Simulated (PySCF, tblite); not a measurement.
# C15H10S2: excited states

Aim: compute the excited states of C15H10S2 (`S=Cc1cc(-c2cccs2)c2cccccc1-2`).

Computed with tblite 0.8.0 and PySCF 2.14.0 and routines of our own; the level stands in each step. Atoms count from 0.

## 1. The system as given

27 atoms, charge 0, multiplicity 1; geometry from: force field or distance geometry start.

## 2. Optimising the geometry with GFN2-xTB

The job: settings as JSON, then the geometry in Å.

```
{"job": {"kind": "relax", "xc": "GFN2-xTB", "basis": "xTB"}, "charge": 0, "multiplicity": 1}
S     -2.982200    -3.211700    -1.309900
C     -1.697900    -3.110600    -0.333800
C     -0.925900    -1.877900    -0.130000
C      0.406200    -1.678200    -0.239300
C      0.774300    -0.378300     0.022200
C      2.134800     0.198900    -0.003900
C      3.249500    -0.553700    -0.255800
C      4.440400     0.095800    -0.231700
C      4.406200     1.422600     0.028600
S      2.636600     1.774300     0.263900
C     -0.409200     0.275600     0.276700
C     -0.537200     1.605900     0.587400
C     -1.608400     2.443600     0.354500
C     -2.911700     2.034500     0.174600
C     -3.498600     0.782800     0.339300
C     -2.893500    -0.470200     0.382700
C     -1.528700    -0.670700     0.191100
H     -1.333100    -3.979500     0.236900
H      1.122600    -2.457400    -0.466300
H      3.193100    -1.645300    -0.452700
H      5.393400    -0.421200    -0.422400
H      5.254400     2.089700     0.078300
H      0.353500     2.014200     1.093900
H     -1.376300     3.487700     0.285300
H     -3.588600     2.851700    -0.125800
H     -4.592100     0.744300     0.460700
H     -3.501600    -1.340400     0.548600
```

Command:

```sh
$ OMP_NUM_THREADS=4 python excited_run.py task.json out
```

This one command runs all jobs of the session in turn.

Output:

```text
step      E/eV     max force
  0   -1185.86959    3.312
  1   -1186.30356    1.566
  2   -1186.44522    0.977
  3   -1186.54223    0.674
  4   -1186.60376    0.761
  5   -1186.65788    0.805
  6   -1186.70706    0.533
  7   -1186.74886    0.562
  8   -1186.78860    0.532
  9   -1186.82905    0.374
 10   -1186.86344    0.343
 11   -1186.88951    0.313
 12   -1186.91237    0.321
 13   -1186.93833    0.383
 14   -1186.96614    0.395
 15   -1186.99044    0.311
 16   -1187.00992    0.271
 17   -1187.02734    0.273
 18   -1187.04689    0.320
 19   -1187.06955    0.333
 20   -1187.09061    0.318
 21   -1187.10675    0.260
 22   -1187.11919    0.241
 23   -1187.12921    0.227
 24   -1187.13760    0.242
 25   -1187.14447    0.232
 26   -1187.14859    0.243
 27   -1187.15391    0.163
 28   -1187.15744    0.127
 29   -1187.16064    0.110
 30   -1187.16351    0.144
 31   -1187.16812    0.146
 32   -1187.17278    0.124
 33   -1187.17702    0.150
 34   -1187.18039    0.126
 35   -1187.18337    0.121
 36   -1187.18583    0.096
 37   -1187.18772    0.104
 38   -1187.18910    0.115
 39   -1187.19030    0.087
 40   -1187.19157    0.100
 41   -1187.19294    0.108
 42   -1187.19432    0.087
 43   -1187.19562    0.064
 44   -1187.19666    0.055
 45   -1187.19761    0.080
 46   -1187.19870    0.090
 47   -1187.19979    0.074
 48   -1187.20085    0.065
 49   -1187.20173    0.047
 50   -1187.20238    0.055
 51   -1187.20289    0.047
 52   -1187.20338    0.046
 53   -1187.20393    0.051
 54   -1187.20456    0.047
 55   -1187.20524    0.054
 56   -1187.20596    0.063
 57   -1187.20674    0.061
 58   -1187.20759    0.061
 59   -1187.20846    0.066
 60   -1187.20926    0.061
 61   -1187.20994    0.054
 62   -1187.21044    0.034
 63   -1187.21077    0.040
 64   -1187.21100    0.031
 65   -1187.21118    0.029
 66   -1187.21135    0.029
 67   -1187.21155    0.045
 68   -1187.21177    0.051
 69   -1187.21200    0.040
 70   -1187.21218    0.032
 71   -1187.21231    0.026
 72   -1187.21242    0.025
 73   -1187.21257    0.024
 74   -1187.21271    0.027
 75   -1187.21283    0.025
 76   -1187.21291    0.019
 77   -1187.21299    0.020
 78   -1187.21307    0.021
 79   -1187.21315    0.019
 80   -1187.21321    0.018
 81   -1187.21327    0.014
 82   -1187.21333    0.020
 83   -1187.21338    0.019
 84   -1187.21343    0.016
 85   -1187.21347    0.014
 86   -1187.21351    0.018
 87   -1187.21358    0.027
 88   -1187.21367    0.026
 89   -1187.21375    0.019
 90   -1187.21382    0.018
 91   -1187.21387    0.017
 92   -1187.21395    0.021
 93   -1187.21405    0.025
 94   -1187.21416    0.023
 95   -1187.21427    0.020
 96   -1187.21436    0.020
 97   -1187.21444    0.017
 98   -1187.21451    0.018
 99   -1187.21458    0.017
100   -1187.21468    0.024
101   -1187.21480    0.030
102   -1187.21492    0.023
103   -1187.21501    0.017
104   -1187.21508    0.023
105   -1187.21518    0.026
106   -1187.21534    0.024
107   -1187.21554    0.034
108   -1187.21576    0.035
109   -1187.21595    0.038
110   -1187.21614    0.037
111   -1187.21637    0.039
112   -1187.21671    0.036
113   -1187.21706    0.036
114   -1187.21744    0.054
115   -1187.21797    0.065
116   -1187.21849    0.060
117   -1187.21918    0.053
118   -1187.21962    0.043
119   -1187.22008    0.063
120   -1187.22060    0.054
121   -1187.22131    0.045
122   -1187.22184    0.056
123   -1187.22228    0.048
124   -1187.22286    0.044
125   -1187.22369    0.061
126   -1187.22425    0.061
127   -1187.22490    0.044
128   -1187.22545    0.037
129   -1187.22603    0.039
130   -1187.22640    0.037
131   -1187.22664    0.034
132   -1187.22686    0.038
133   -1187.22707    0.032
134   -1187.22732    0.023
135   -1187.22741    0.022
136   -1187.22755    0.019
137   -1187.22764    0.017
138   -1187.22776    0.019
139   -1187.22789    0.028
140   -1187.22807    0.034
141   -1187.22830    0.036
142   -1187.22858    0.036
143   -1187.22886    0.037
144   -1187.22911    0.030
145   -1187.22932    0.029
146   -1187.22948    0.023
147   -1187.22960    0.020
148   -1187.22969    0.018
149   -1187.22976    0.016
150   -1187.22983    0.018
151   -1187.22992    0.018
152   -1187.23001    0.017
153   -1187.23008    0.018
154   -1187.23014    0.016
155   -1187.23019    0.015
156   -1187.23025    0.017
157   -1187.23030    0.016
158   -1187.23035    0.014
159   -1187.23038    0.009
```

Run time: 4.5 s. Hardware: 4 threads of AMD EPYC 7R43, shared host; peak memory 0.18 GiB.

Along the way: (not every step is listed)

```
step  energy from step 0 (eV)  largest force (eV/Å)
   0                   0.0000                3.3121
   1                  -0.4340                1.5656
   2                  -0.5756                0.9774
   3                  -0.6726                0.6736
   4                  -0.7342                0.7610
   5                  -0.7883                0.8046
   6                  -0.8375                0.5326
   7                  -0.8793                0.5622
   8                  -0.9190                0.5318
  22                  -1.2496                0.2412
  36                  -1.3162                0.0963
  50                  -1.3328                0.0552
  64                  -1.3414                0.0309
  78                  -1.3435                0.0214
  92                  -1.3444                0.0214
 106                  -1.3457                0.0242
 120                  -1.3510                0.0543
 134                  -1.3577                0.0234
 148                  -1.3601                0.0180
 154                  -1.3605                0.0158
 155                  -1.3606                0.0146
 156                  -1.3607                0.0171
 157                  -1.3607                0.0158
 158                  -1.3608                0.0143
 159                  -1.3608                0.0088
```

Distances of close pairs at the start and the end, largest changes first:

```
  bond  before (Å)  after (Å)  change (Å)
 C8–S9       1.819      1.717      -0.102
 C5–S9       1.675      1.744      +0.069
 C2–C3       1.351      1.410      +0.059
 C1–C2       1.469      1.410      -0.058
 C6–C7       1.357      1.408      +0.051
C4–C10       1.376      1.424      +0.048
C2–C16       1.387      1.426      +0.039
 C4–C5       1.478      1.440      -0.038
```

The final coordinates are the input of the step that follows.

## 3. Harmonic vibrations with GFN2-xTB

The job: settings as JSON, then the geometry in Å.

```
{"job": {"kind": "ir", "xc": "GFN2-xTB", "basis": "xTB"}, "charge": 0, "multiplicity": 1}
S     -3.160014    -3.565407    -0.217539
C     -1.563231    -3.183693    -0.214519
C     -0.954171    -1.916375    -0.104149
C      0.446195    -1.751700    -0.133731
C      0.787952    -0.410400    -0.007722
C      2.148708     0.058495     0.023739
C      3.243918    -0.591044    -0.484680
C      4.458798     0.079453    -0.246807
C      4.293226     1.231317     0.451909
S      2.643229     1.524931     0.827287
C     -0.419223     0.338599     0.092223
C     -0.509647     1.718513     0.125764
C     -1.636961     2.519073     0.235915
C     -2.966502     2.138761     0.368444
C     -3.516293     0.867537     0.358967
C     -2.878929    -0.357077     0.189058
C     -1.530952    -0.621820     0.057003
H     -0.867541    -4.013766    -0.319694
H      1.145958    -2.563387    -0.221588
H      3.175165    -1.513588    -1.032126
H      5.415640    -0.281505    -0.579591
H      5.034070     1.936501     0.771292
H      0.429933     2.252119     0.054728
H     -1.451564     3.585842     0.235007
H     -3.672222     2.953318     0.482964
H     -4.591364     0.818734     0.476578
H     -3.524075    -1.227004     0.164266
```

Output:

```text
mode    cm-1     km/mol
  1      33.9      1.95
  2      50.2      1.02
  3      51.4      0.26
  4      99.1      0.62
  5     123.5      3.15
  6     144.7      2.28
  7     158.8      1.09
  8     224.7      2.74
  9     246.0      1.53
 10     247.9      1.59
 11     288.5      1.10
 12     296.7      0.31
 13     340.6      0.17
 14     397.9      0.53
 15     412.0      0.08
 16     453.0      1.42
 17     481.8      0.29
 18     529.3      2.19
 19     543.4      1.90
 20     587.4     17.42
 21     601.2      0.16
 22     622.2      6.02
 23     629.8      3.79
 24     696.9      1.44
 25     714.6      2.95
 26     731.6      7.62
 27     733.4     18.04
 28     738.3     25.27
 29     790.8      0.88
 30     808.8      8.57
 31     823.1      5.50
 32     841.4      6.44
 33     843.6      2.30
 34     849.8      0.58
 35     851.2      6.73
 36     853.1     16.37
 37     921.8      0.90
 38     932.3      0.20
 39     937.5      0.37
 40     972.0      7.81
 41    1006.5      0.25
 42    1045.5     47.55
 43    1075.4      3.57
 44    1081.1     22.31
 45    1117.2      3.97
 46    1133.6      6.18
 47    1175.2     34.56
 48    1185.0      5.55
 49    1200.0      2.88
 50    1250.1      9.80
 51    1284.6     19.89
 52    1293.1      0.14
 53    1307.1     61.89
 54    1328.7      1.94
 55    1369.5     40.16
 56    1390.6     72.62
 57    1394.8     37.12
 58    1422.1     27.54
 59    1458.5    131.14
 60    1460.5    194.61
 61    1497.9     38.90
 62    1524.2      8.78
 63    1549.6      0.52
 64    1567.1     77.65
 65    1581.7     21.81
 66    2962.2     27.75
 67    3044.8      7.93
 68    3046.6      7.08
 69    3057.4      7.72
 70    3065.5     26.81
 71    3069.8     24.61
 72    3125.9     25.33
 73    3133.7      2.40
 74    3138.6     25.43
 75    3167.2      7.73
```

It took 4.3 s on 4 threads of AMD EPYC 7R43, shared host; peak memory 0.18 GiB.

Which atoms move in the most intense modes:

```
cm⁻¹  km/mol                                   atoms
1046    47.5             C10 16 %, C1 13 %, H18 11 %
1307    61.9                       H17 26 %, C1 11 %
1370    40.2  H22 30 %, H26 18 %, C10 14 %, C16 11 %
1391    72.6     C2 28 %, C4 12 %, C3 10 %, H25 10 %
1458   131.1                        C2 33 %, C1 12 %
1460   194.6      C2 21 %, C7 20 %, C8 13 %, C5 13 %
1498    38.9                        C3 29 %, C4 28 %
1567    77.7  C11 23 %, C15 23 %, C16 14 %, C10 13 %
```

## 4. Excited states: TDA CAM-B3LYP/def2-SVP

The job, as its differences from that of step 3:

```diff
@@ -1,2 +1,2 @@
-{"job": {"kind": "ir", "xc": "GFN2-xTB", "basis": "xTB"}, "charge": 0, "multiplicity": 1}
+{"job": {"kind": "states", "xc": "CAM-B3LYP", "basis": "def2-SVP", "tda": true, "soc": true, "nstates": 5, "ntriplets": 4, "nquad": 4}, "charge": 0, "multiplicity": 1}
 S     -3.160014    -3.565407    -0.217539
```

With the program's defaults for keys left out, this is: TDA CAM-B3LYP/def2-SVP excited states, vertical, gas phase, spin-orbit mean-field couplings.

Output:

```text
coarse grid: 25744 points
cycle   1  E = -1372.6673355664  dE =  4.054e+00  |g| = 4.552e-01  |ddm| = 7.170e+00
cycle   2  E = -1372.6781112466  dE = -1.078e-02  |g| = 4.998e-01  |ddm| = 1.853e+00
cycle   3  E = -1372.7492244986  dE = -7.111e-02  |g| = 1.001e-01  |ddm| = 9.903e-01
cycle   4  E = -1372.7516120960  dE = -2.388e-03  |g| = 5.718e-02  |ddm| = 2.271e-01
cycle   5  E = -1372.7525400977  dE = -9.280e-04  |g| = 2.050e-02  |ddm| = 1.085e-01
cycle   6  E = -1372.7526721127  dE = -1.320e-04  |g| = 4.475e-03  |ddm| = 3.441e-02
cycle   7  E = -1372.7526818130  dE = -9.700e-06  |g| = 1.955e-03  |ddm| = 1.342e-02
final grid: 245336 points
cycle   8  E = -1372.9480967271  dE = -6.270e-05  |g| = 3.795e-03  |ddm| = 5.943e-02
cycle   9  E = -1372.9480973146  dE = -5.875e-07  |g| = 3.960e-03  |ddm| = 1.209e-02
cycle  10  E = -1372.9481015793  dE = -4.265e-06  |g| = 6.598e-04  |ddm| = 6.134e-03
cycle  11  E = -1372.9481017233  dE = -1.440e-07  |g| = 3.438e-04  |ddm| = 1.456e-03
cycle  12  E = -1372.9481017718  dE = -4.851e-08  |g| = 1.424e-04  |ddm| = 8.658e-04
cycle  13  E = -1372.9481017816  dE = -9.796e-09  |g| = 5.349e-05  |ddm| = 3.488e-04
cycle  14  E = -1372.9481017844  dE = -2.775e-09  |g| = 3.351e-05  |ddm| = 2.548e-04
cycle  15  E = -1372.9481017851  dE = -7.030e-10  |g| = 1.055e-05  |ddm| = 9.998e-05
converged SCF energy = -1372.9481017851

Singlet excitations
state   eV       nm        f     d(h-e)  d(exc)  Lambda  PR(NTO)  |dmu|/D   mu/D   main configurations
  1   2.2027   562.9   0.00008   1.576   3.328   0.330   1.005    3.465    0.828   H-1->L 0.60, H-1->L+1 0.21, H-1->L+2 0.13
  2   2.3507   527.4   0.01027   1.466   3.983   0.606   1.092    3.392    4.376   H->L+1 0.62, H->L 0.31
  3   3.2130   385.9   0.19901   1.678   4.418   0.625   1.226    4.434    7.356   H->L 0.54, H->L+1 0.33
  4   3.3713   367.8   0.00034   3.928   4.814   0.294   1.002    7.312    3.062   H-1->L+1 0.68, H-1->L 0.29
  5   4.1270   300.4   0.08467   0.293   4.519   0.716   2.024                     H->L+2 0.55, H-2->L 0.39

Triplet excitations (Tamm-Dancoff)
state   eV     d(h-e)  d(exc)  Lambda  PR(NTO)   main configurations
  1   1.7513   0.565   3.824   0.640   1.128   H->L 0.66, H->L+1 0.17, H-2->L 0.08
  2   1.7901   1.403   3.237   0.334   1.021   H-1->L 0.56, H-1->L+1 0.21, H-1->L+2 0.15
  3   1.9805   1.357   3.904   0.601   1.020   H->L+1 0.73, H->L 0.22
  4   2.8030   0.361   3.440   0.673   2.521   H->L+2 0.40, H-2->L+1 0.34
S1 - T1 = 0.4514 eV

Spin-orbit couplings |<S|Hso|T>| (cm-1)
             T1       T2       T3       T4
S0       29.902  143.074    0.378    2.118
S1       86.218   19.150    7.208   48.863
S2        3.540    0.203    0.242    3.937
S3       12.786   54.742    0.594    2.083
S4        7.613    4.056   58.413   31.942
S5        2.145    2.651    1.061    0.407
T1 sublevels (cm-1): 0.000 0.000 20.970   radiative rates (1/s): 0.0211 0.0091 217
```

Run time: 86 s. Hardware: 4 threads of AMD EPYC 7R43, shared host; peak memory 2.1 GiB.

Key values:

```
  quantity    value
S1 less T1  0.45 eV
```

## 5. Outcome

| quantity | value |
| --- | --- |
| strongest single infrared mode (GFN2-xTB) | 1460 cm⁻¹, 195 km/mol |
| zero-point energy (GFN2-xTB) | 121.7 kcal/mol |
| S1 less T1 (step 4, TDA CAM-B3LYP/def2-SVP) | 0.45 eV |

In words: No mode is imaginary among the 75: a minimum at this level. GFN2-xTB is a fitted tight-binding method: band positions and strengths are rough. Its intensities can rank the bands wrongly. In step 4, the number of triplets below S1 is 3, and the largest singlet-triplet spin-orbit coupling is S0–T2, 143.07 cm⁻¹.
